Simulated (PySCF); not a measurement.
**One shape, several levels: BGeH5 (SMILES [BH2][GeH3])**

Wanted: a comparison of 4 runs (PBE0/STO-3G, B3LYP/6-31G*, BLYP/cc-pVDZ, PBE0/aug-cc-pVDZ) of BGeH5. The job is set up through a Python script.

Program for the calculation: PySCF 2.14.0.

1 further run of the same task is left out (set aside as unsound or not needed).

**1. The molecule**

BGeH5: 7 atoms, total charge 0, spin state singlet. SMILES: `[BH2][GeH3]`. Geometry: relaxed at PBE0-D4/def2-TZVP.

Bond lengths: B1–Ge2 2.057 Å, B1–H3 1.195 Å, B1–H4 1.194 Å, Ge2–H5 1.542 Å, Ge2–H6 1.542 Å, Ge2–H7 1.538 Å. Angles: B1–Ge2–H5 109.6°, B1–Ge2–H6 109.7°, B1–Ge2–H7 114.9°, Ge2–B1–H3 119.1°, Ge2–B1–H4 122.6°, H5–Ge2–H6 106.6°, H5–Ge2–H7 107.9°, H6–Ge2–H7 107.9°, H3–B1–H4 118.3°.

**2. Energy and gradient at PBE0/STO-3G (run 1)**

calc.py reads:

```python
# [BH2][GeH3]
import pyscf.grad
from pyscf import gto, dft

mol = gto.M(
    atom='''
B      0.014173    -2.305088     0.506636
Ge     0.092408     1.485514    -0.346576
H     -1.973630    -3.372405     0.591106
H      1.885380    -3.494671     0.923320
H     -1.135914     1.926954    -2.952130
H     -1.511403     2.959689     1.588693
H      2.744827     2.671506    -0.397409
''',
    spin=0,
    max_memory=1860,
    basis='sto-3g',
    charge=0,
    unit='bohr',
    verbose=4,
)

mf = dft.RKS(mol, xc='pbe0')
mf.conv_tol = 1e-10
mf.grids.level = 5
mf.kernel()
if not mf.converged:
    mf = mf.newton().run(mf.mo_coeff, mf.mo_occ)

e_final = mf.e_tot
print('Final energy', e_final)
grad = mf.Gradients().kernel()
dip = mf.dip_moment()
pop, q = mf.mulliken_pop()
```

Started as:

```console
OMP_NUM_THREADS=1 python calc.py
```

What it wrote:

```text
PySCF version 2.14.0

[... 74 lines left out ...]
converged SCF energy = -2080.30719500815
Final energy -2080.307195008154
[... 14 lines left out ...]
Dipole moment(X, Y, Z, Debye): -0.01952,  0.17321, -0.04064
[... 36 lines left out ...]
charge of    6H =     -0.07216
```

It took 11 s on 1 thread of Intel Xeon at 2.70GHz, shared host; peak memory 0.35 GiB.

**3. Energy and forces at B3LYP/6-31G(d) (spherical functions) (run 2)**

run.py reads:

```python
from pyscf import gto, dft

molecule = gto.Mole()
molecule.atom = '''
B        0.007500      -1.219800       0.268100
Ge       0.048900       0.786100      -0.183400
H       -1.044400      -1.784600       0.312800
H        0.997700      -1.849300       0.488600
H       -0.601100       1.019700      -1.562200
H       -0.799800       1.566200       0.840700
H        1.452500       1.413700      -0.210300
'''
molecule.spin = 0
molecule.max_memory = 1860
molecule.verbose = 4
molecule.basis = '6-31g*'
molecule.build()

ks = dft.RKS(molecule)
ks.xc = 'b3lyp'
ks.conv_tol = 1e-10
ks.grids.level = 5
ks.kernel()
if not ks.converged:
    ks = ks.newton().run(ks.mo_coeff, ks.mo_occ)

e_final = ks.e_tot
print('E(%s) = %.9f' % ('B3LYP', e_final))
grad = ks.nuc_grad_method().kernel()
ks.analyze()
```

Started as:

```console
OMP_NUM_THREADS=1 python run.py
```

What it wrote:

```text
PySCF version 2.14.0

[... 95 lines left out ...]
DFT Exchange-Correlation Energy =      -84.946822704494295
[... 9 lines left out ...]
MO #8   energy= -4.39471601256633  occ= 2
[... 7 lines left out ...]
MO #16  energy= -0.569401187028443 occ= 2
[... 7 lines left out ...]
MO #24  energy= 0.0700260936954855 occ= 0
[... 7 lines left out ...]
MO #32  energy= 0.245469326783137  occ= 0
[... 7 lines left out ...]
MO #40  energy= 0.667488413520721  occ= 0
[... 7 lines left out ...]
MO #48  energy= 1.37870044644672   occ= 0
[... 7 lines left out ...]
MO #56  energy= 3.47130189184624   occ= 0
[... 66 lines left out ...]
Dipole moment(X, Y, Z, Debye): -0.00220, -0.54956,  0.12518
```

Run time: 23 s. Hardware: 1 thread of Intel Xeon at 2.70GHz, shared host; peak memory 0.57 GiB.

Run 3 isn't shown in full; the table further down has it.

**4. Energy and gradient at PBE0/aug-cc-pVDZ (run 4)**

start.xyz reads:

```xyz
7

B      0.007500    -1.219800     0.268100
Ge     0.048900     0.786100    -0.183400
H     -1.044400    -1.784600     0.312800
H      0.997700    -1.849300     0.488600
H     -0.601100     1.019700    -1.562200
H     -0.799800     1.566200     0.840700
H      1.452500     1.413700    -0.210300
```

job.py reads:

```python
from pyscf import gto, dft

system = gto.M(
    atom='start.xyz',
    spin=0,
    verbose=3,
    max_memory=1860,
    basis='aug-cc-pvdz',
    charge=0,
)

mf = dft.RKS(system, xc='pbe0')
mf.grids.level = 5
mf.conv_tol = 1e-10
mf.kernel()
if not mf.converged:
    mf = mf.newton().run(mf.mo_coeff, mf.mo_occ)

etot = mf.e_tot
print('E(%s) = %.9f' % ('PBE0', etot))
grad = mf.nuc_grad_method().kernel()
mf.analyze()
```

Started as:

```console
OMP_NUM_THREADS=1 python job.py
```

What it wrote:

```text
converged SCF energy = -2104.46665603079
[... 24 lines left out ...]
MO #13  energy= -1.23708300496652  occ= 2
[... 12 lines left out ...]
MO #26  energy= 0.0355999249179134 occ= 0
[... 12 lines left out ...]
MO #39  energy= 0.147648531666325  occ= 0
[... 12 lines left out ...]
MO #52  energy= 0.335518833688013  occ= 0
[... 12 lines left out ...]
MO #65  energy= 0.525133496220452  occ= 0
[... 12 lines left out ...]
MO #78  energy= 0.861948368608884  occ= 0
[... 12 lines left out ...]
MO #91  energy= 1.66358103838435   occ= 0
[... 12 lines left out ...]
MO #104 energy= 2.35624851581843   occ= 0
[... 8 lines left out ...]
Dipole moment(X, Y, Z, Debye):  0.01002, -0.45506,  0.10483
```

Wall time 41 s (1 thread of Intel Xeon at 2.70GHz, shared host); peak memory 1 GiB.

**5. All runs side by side**

```csv
run,level,energy (Eh),dipole moment (D),HOMO energy (eV),LUMO energy (eV),wall time
1,PBE0/STO-3G,-2080.307195,0.18,-5.87,1.00,11 s
2,B3LYP/6-31G* (spherical functions),-2104.572332,0.56,-8.02,-2.31,23 s
3,BLYP/cc-pVDZ,-2104.790241,0.42,-6.94,-3.14,29 s
4,PBE0/aug-cc-pVDZ,-2104.466656,0.47,-8.36,-2.42,41 s
```

**6. Outcome**

| quantity | value |
| --- | --- |
| run 4: total energy | -2104.46666 Eh |
| run 4: dipole moment | 0.47 D |
| run 4: HOMO energy | -8.36 eV |
| run 4: LUMO energy | -2.42 eV |
| run 4: HOMO–LUMO gap | 5.94 eV |
| run 4: largest force on an atom | 0.228 eV/Å |

In words: The dipole moment (its size) runs from 0.18 D (PBE0/STO-3G) to 0.56 D (B3LYP/6-31G*). The two ends differ in method and basis. The two dipoles point in opposite directions. The HOMO–LUMO gap runs from 3.80 eV (BLYP/cc-pVDZ) to 6.86 eV (PBE0/STO-3G). Totals of different functionals can't be ranked against each other. In run 1 the basis is minimal, so the values are rough. All runs together took 1.7 min, the longest 41 s.
